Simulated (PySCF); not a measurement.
Cl2C, in a box:

```
Cl C
1.0
    12.00000    0.00000    0.00000
     0.00000   11.00000    0.00000
     0.00000    0.00000   11.00000
Cl C
2 1
Cartesian
  7.1339 5.0270 6.0834
  4.8921 6.2708 4.9846
  5.6656 4.7712 5.2493
```

Base run:

```yaml
Program: PySCF 2.14.0
Functional: r2SCAN0
Dispersion: D3(BJ)
Potentials_or_basis: pob-tzvp-rev2 (all-electron)
k_mesh: 1 × 1 × 1
Occupations: fixed
Spin: no spin polarisation
```

Its results: gap between the frontier levels 4.63 eV.

Q: The run is repeated on the same cell with these changes: functional from r2SCAN0 to SCAN. What comes out?

A: Gap between the frontier levels 2.36 eV.

r2SCAN0 gives the wider gap, since exact exchange removes part of the self-interaction.

Caveats: this is a molecule in a periodic box at the Γ point, so its band gap is the HOMO-LUMO gap; the basis of atomic orbitals isn't converged, which shifts pressures, moduli and gaps.

A k mesh can miss the band edges.

Not every run made on this cell is shown here.
